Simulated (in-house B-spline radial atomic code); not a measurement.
# Tb⁵³⁺: excited configurations

Wanted: excitation energies of Tb⁵³⁺ as differences of total energies (ΔSCF).

Program: in-house B-spline radial atomic code version 1. Level of theory: Dirac-Hartree-Fock, average of configuration, Fermi nucleus, basis-set limit. These are calculated values, not measurements, unless marked.

**1. The atom as given**

```
element       : terbium (Z = 65)
charge        : +53
electrons     : 12
configuration : [Ne] 3s2
Hamiltonian   : Dirac-Coulomb
nucleus       : Fermi, rms radius 5.060 fm
```

The outer shells:

[Ne] 3s2
```
[Ne] core
3s [↑↓]
```

The run's settings:

```ini
Z = 65
electrons = 12.0
configuration = [Ne] 3s2
hamiltonian = dirac
method = hf
spin_polarised = False
nucleus = fermi
rms_radius = 5.06
mass_number = 159
atomic_mass = 158.925353707
speed_of_light = 137.035999084
```

This reference run was done before. Its total energy is -8702.909778 hartree, and its levels are (the highest eight at most):

| orbital | occupation | energy (eV) | <r> (bohr) |
| --- | --- | --- | --- |
| 1s1/2 | 2 | -56350.0 | 0.02148 |
| 2s1/2 | 2 | -12590.9 | 0.08930 |
| 2p1/2 | 2 | -12179.1 | 0.07463 |
| 2p3/2 | 4 | -11404.7 | 0.08120 |
| 3s1/2 | 2 | -5110.22 | 0.2157 |

**2. [He] 2s2 2p5 3s2 6g1**

The run's settings:

```ini
Z = 65
electrons = 12.0
configuration = [He] 2s2 2p5 3s2 6g1
hamiltonian = dirac
method = hf
spin_polarised = False
nucleus = fermi
rms_radius = 5.06
mass_number = 159
atomic_mass = 158.925353707
speed_of_light = 137.035999084
```

**3. Run with [He] 2s1 2p6 3s2 5s1**

Changes to the settings of step 2:

```diff
@@ -2,3 +2,3 @@
 electrons = 12.0
-configuration = [He] 2s2 2p5 3s2 6g1
+configuration = [He] 2s1 2p6 3s2 5s1
 hamiltonian = dirac
```

**4. Configuration [Ne] 3s1 4s1**

Changes to the settings of step 3:

```diff
@@ -2,3 +2,3 @@
 electrons = 12.0
-configuration = [He] 2s1 2p6 3s2 5s1
+configuration = [Ne] 3s1 4s1
 hamiltonian = dirac
```

**5. Configuration [He] 2s1 2p6 3s2 6p1**

Changes to the settings of step 4:

```diff
@@ -2,3 +2,3 @@
 electrons = 12.0
-configuration = [Ne] 3s1 4s1
+configuration = [He] 2s1 2p6 3s2 6p1
 hamiltonian = dirac
```

**6. Configuration [He] 2s2 2p5 3s2 5f1**

Changes to the settings of step 5:

```diff
@@ -2,3 +2,3 @@
 electrons = 12.0
-configuration = [He] 2s1 2p6 3s2 6p1
+configuration = [He] 2s2 2p5 3s2 5f1
 hamiltonian = dirac
```

Q: How far above the reference does each configuration lie (order and size, in eV)?

The runs gave:

| net move | configuration | energy above the reference (eV) | with Breit, QED, recoil (eV) | largest <r> (bohr) |
| --- | --- | --- | --- | --- |
| 3s → 4s | [Ne] 3s1 4s1 | 2340.80 | 2336.54 | 0.326 |
| 2p → 5f | [He] 2s2 2p5 3s2 5f1 | 10053.7 | 10033.9 | 0.576 |
| 2p → 6g | [He] 2s2 2p5 3s2 6g1 | 10552.0 | 10532.1 | 0.811 |
| 2s → 5s | [He] 2s1 2p6 3s2 5s1 | 10846.9 | 10821.4 | 0.632 |
| 2s → 6p | [He] 2s1 2p6 3s2 6p1 | 11429.2 | 11402.9 | 0.939 |

Quantum defects of the promoted electron, δ = n − ζ/√(−2ε) with ζ = 54 and ε its orbital energy in hartree:

| promotion | δ |
| --- | --- |
| 3s → 4s | 0.438 |
| 2p → 5f | 0.027 |
| 2p → 6g | 0.011 |
| 2s → 5s | 0.280 |
| 2s → 6p | 0.147 |

**Reading.** At the bottom stands 3s → 4s (2340.80 eV), at the top 2s → 6p (11429.2 eV). Koopmans' estimate of the ionisation threshold is 5110.22 eV; 4 configurations exceed it by over 2 % and could autoionise. Of those tabulated, the defect is largest for 4s (0.44) and least for 6g (0.01); at this charge much of the defect is relativistic. Two partly filled shells share a symmetry and can mix in the average, which may lower the energy, for: 3s → 4s; 2s → 5s. These are averages over configurations, without correlation, not spectroscopic levels.
